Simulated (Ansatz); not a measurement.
# BrF: up Jacob's ladder to CCSD(T)

The task here is to estimate one member of a computed series from the others.

Computed with Ansatz 0.2.0, Gaussian basis. Level: functionals in def2-TZVPP, the program's frozen cores in correlated methods.

Plan: LDA (SPW92), PBE-D4, revPBE-D4, BLYP-D4, r2SCAN-D4, B97M-V, PBE0-D4, B3LYP-D4, r2SCANh-D4, r2SCAN0-D4, HSE06-D4, BHLYP-D4, CAM-B3LYP-D4, LC-ωPBE, ωB97X-V, ωB97M-V, B2PLYP, PBE-QIDH; CCSD(T)/def2-SVP; CCSD(T)/def2-TZVPP; CCSD(T)/def2-QZVPP; extrapolation to the limit; RPA on PBE.

## Structure used throughout

An earlier PBE0-D4 in a triple-zeta def2 set relaxation fixed the geometry.

SMILES `FBr`, 2 atoms, charge 0, spin multiplicity 1.

Atoms are counted from 1 here; the program's logs count them from 0.

Bond lengths: F1–Br2 1.754 Å.

Set-up of the first run:

Input file in.yaml:

```yaml
crystal:
  periodic: [false, false, false]
  atoms:
    - {symbol: F, position_ang: [0.000000, -0.000000, 0.023211]}
    - {symbol: Br, position_ang: [-0.000000, 0.000000, 1.776729]}
basis:
  gaussian: {orbitals: def2-TZVPP}
hamiltonian: {xc: lda}
output: {orbitals: {seedname: orbitals}}
```

Launch:

```sh
ansatz run in.yaml --threads 2 --pin off --events-out ev --progress --plain --max-ram 32768MiB --backend cpu
```

Among the steps run: LDA; PBE-D4 (GGA); revPBE-D4 (GGA); BLYP-D4 (GGA); r2SCAN-D4 (meta-GGA); B97M-V (meta-GGA); PBE0-D4 (hybrid); B3LYP-D4 (hybrid); r2SCANh-D4 (hybrid); r2SCAN0-D4 (hybrid); HSE06-D4 (hybrid); BHLYP-D4 (hybrid); CAM-B3LYP-D4 (range-separated); LC-ωPBE (range-separated); ωB97X-V (range-separated); ωB97M-V (range-separated); B2PLYP (double hybrid); PBE-QIDH (double hybrid).

One table of the session follows, with a row left open; its other results are not shown here.

It belongs to the step «Orbital energies across the functionals». 

```
  functional  HOMO (eV)  LUMO (eV)  gap (eV)
 LDA (SPW92)      -7.52      -4.75      2.77
      PBE-D4      -7.35      -4.46      2.89
   revPBE-D4          ?          ?         ?
     BLYP-D4      -7.22      -4.36      2.86
   r2SCAN-D4      -7.72      -4.36      3.37
      B97M-V      -7.84      -4.12      3.73
     PBE0-D4      -8.85      -3.34      5.51
    B3LYP-D4      -8.58      -3.64      4.94
  r2SCANh-D4      -8.27      -3.92      4.35
  r2SCAN0-D4      -9.09      -3.28      5.81
    HSE06-D4      -8.45      -3.73      4.71
    BHLYP-D4     -10.20      -2.16      8.04
CAM-B3LYP-D4     -10.27      -2.15      8.12
     LC-ωPBE     -11.68      -0.81     10.86
     ωB97X-V     -11.30      -0.92     10.37
     ωB97M-V     -11.16      -0.98     10.18
```

Estimate the missing values for revPBE-D4.

The run gave: HOMO (eV): -7.29; LUMO (eV): -4.36; gap (eV): 2.93. In the column «HOMO (eV)» it lies between PBE-D4 (-7.35) and BLYP-D4 (-7.22).
